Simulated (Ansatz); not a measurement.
# UB2PLYP/6-31G(d) (spherical functions) run of C2HF2Ge (SMILES C#[C][Ge]([F])[F])

Aim: the vertical doublet–quartet gap of C2HF2Ge at UB2PLYP/6-31G* (spherical functions), from 2 runs. 

The results are computed with Ansatz 0.2.0.

69 further runs of the same task are left out: 69 set aside as unsound or not needed.

**1. The structure to begin with**

The species is C2HF2Ge (6 atoms), meant as a doublet with charge 0. As SMILES, `C#[C][Ge]([F])[F]`. Geometry: relaxed at PBE0-D4/def2-TZVP.

Bond lengths: C1–C2 1.206 Å, C2–Ge3 1.892 Å, Ge3–F4 1.728 Å, Ge3–F5 1.728 Å, C1–H6 1.067 Å. Angles: C1–C2–Ge3 171.1°, C2–Ge3–F4 108.5°, C2–Ge3–F5 108.5°, F4–Ge3–F5 104.7°, C2–C1–H6 178.2°.

**2. The energy at UB2PLYP/6-31G(d) (spherical functions)**

job.yaml reads:

```yaml
basis:
  gaussian:
    orbitals: 6-31G_st_-spherical.json
crystal:
  periodic: [false, false, false]
  atoms:
    - {symbol: C, position_ang: [-0.190100, 0.518400, 1.692900]}
    - {symbol: C, position_ang: [-0.131400, 0.204200, 0.530300]}
    - {symbol: Ge, position_ang: [-0.289600, -0.139700, -1.323100]}
    - {symbol: F, position_ang: [-0.276600, -1.850600, -1.565100]}
    - {symbol: F, position_ang: [1.142900, 0.424100, -2.108200]}
    - {symbol: H, position_ang: [-0.213200, 0.779700, 2.727000]}
correlation:
  frozen_orbitals: {C: 1, F: 1, Ge: 9, H: 0}
accuracy: high
output:
  orbitals: {seedname: orbitals}
magnetization:
  spin_polarized: true
  initial_magnetization: 1
hamiltonian:
  xc: {name: B2PLYP}
```

The basis set 6-31G* is read from a file made from the Basis Set Exchange's data (not shown).

The run is started by

```bash
$ ansatz run job.yaml --threads 1 --pin off --max-ram 3480MiB --events-out events.jsonl --progress --plain --runs-dir runs
```

Log:

```text
Warning: RAYON_NUM_THREADS=1 ignored (pool sized by the plan → 1); use --threads N
Functional definition: B2PLYP
  name "B2PLYP"
  parameter a = 0.53
  parameter c = 0.27
  exchange = (1 - a)*b88_x + a*exact_x
  correlation = (1 - c)*lyp_c + c*(mp2_os + mp2_ss)
1871 factors; integrals over basis functions are off by at most 9.0e-9 eV
mean field evaluation 1: about -64004.7928 eV, gradient 3.4e1 eV
mean field evaluation 2: about -64004.8547 eV, gradient 3.4e1 eV
mean field evaluation 4: about -64009.3051 eV, gradient 3.5e0 eV
mean field evaluation 8: about -64009.3734 eV, gradient 1.7e-1 eV
mean field evaluation 16: about -64009.3738 eV, gradient 2.3e-3 eV
mean field evaluation 32: about -64009.3738 eV, gradient 4.0e-7 eV
mean field -64009.37380398 eV, -2352.3011001843 hartree, gradient 8.1e-8 eV, S^2 0.754271; 0 other end points of the search recorded, 0 dependent functions left out
13 core orbitals not correlated: weight in the atoms' cores, before any rotation towards them, 1.000 or more for the frozen orbitals, at most 0.000 for the correlated occupied ones
reference -64009.37382807 eV, -2352.3011010696 hartree; 19, 18 occupied and 58, 59 virtual orbitals, 1871 factors
second order -27.51383789 eV of doubles, -0.00000000 eV of singles
Total energy: -64016.80256430 eV, -2352.5741020907 hartree
```

Wall time 19 s (1 thread of Arm Neoverse V2, shared host); peak memory 0.47 GiB.

**3. The quartet at the same level**

molecule.yaml reads:

```yaml
crystal:
  periodic: [false, false, false]
  atoms:
    - {symbol: C, position_ang: [-0.190100, 0.518400, 1.692900]}
    - {symbol: C, position_ang: [-0.131400, 0.204200, 0.530300]}
    - {symbol: Ge, position_ang: [-0.289600, -0.139700, -1.323100]}
    - {symbol: F, position_ang: [-0.276600, -1.850600, -1.565100]}
    - {symbol: F, position_ang: [1.142900, 0.424100, -2.108200]}
    - {symbol: H, position_ang: [-0.213200, 0.779700, 2.727000]}
basis:
  gaussian:
    orbitals: 6-31G_st_-spherical.json
magnetization:
  spin_polarized: true
  initial_magnetization: 3
hamiltonian:
  xc: {name: B2PLYP}
correlation:
  frozen_orbitals: {C: 1, F: 1, Ge: 9, H: 0}
accuracy: high
output:
  orbitals: {seedname: orbitals}
```

The basis set 6-31G* is read from a file made from the Basis Set Exchange's data (not shown).

The run is started by

```bash
$ ansatz run molecule.yaml --threads 1 --pin off --max-ram 3480MiB --events-out events.jsonl --progress --plain --runs-dir runs
```

Log, cut to the lines that bear on the results:

```text
Warning: RAYON_NUM_THREADS=1 ignored (pool sized by the plan → 1); use --threads N
[... 2 set-up lines as earlier in the session ...]
[...]
1871 factors; integrals over basis functions are off by at most 9.0e-9 eV
[...]
mean field -64004.48381873 eV, -2352.1213965410 hartree, gradient 9.3e-8 eV, S^2 3.762813; 4 other end points of the search recorded, 0 dependent functions left out
13 core orbitals not correlated: weight in the atoms' cores, before any rotation towards them, 1.000 or more for the frozen orbitals, at most 0.000 for the correlated occupied ones
reference -64004.48384309 eV, -2352.1213974364 hartree; 20, 17 occupied and 57, 60 virtual orbitals, 1871 factors
second order -25.52452879 eV of doubles, -0.00000000 eV of singles
Total energy: -64011.37546587 eV, -2352.3746599020 hartree
```

It took 40 s on 1 thread of Arm Neoverse V2, shared host; peak memory 0.51 GiB.

**4. Results**

At UB2PLYP/6-31G* (spherical functions), 13 core orbitals frozen:

| quantity | value |
| --- | --- |
| doublet: total energy | -2352.57410 Eh |
| doublet: HOMO energy (SCF part's orbitals) (highest over α and β) | -8.55 eV |
| doublet: LUMO energy (SCF part's orbitals) (lowest over α and β) | -2.59 eV |
| doublet: ⟨S²⟩ | 0.754 |
| quartet: total energy | -2352.37466 Eh |
| quartet: HOMO energy (SCF part's orbitals) (highest over α and β) | -4.84 eV |
| quartet: LUMO energy (SCF part's orbitals) (lowest over α and β) | -3.54 eV |
| quartet: ⟨S²⟩ | 3.763 |
| vertical energy of the quartet above the doublet | 5.427 eV |

**Reading.** At this shape the quartet lies 5.43 eV (524 kJ/mol) above the doublet.
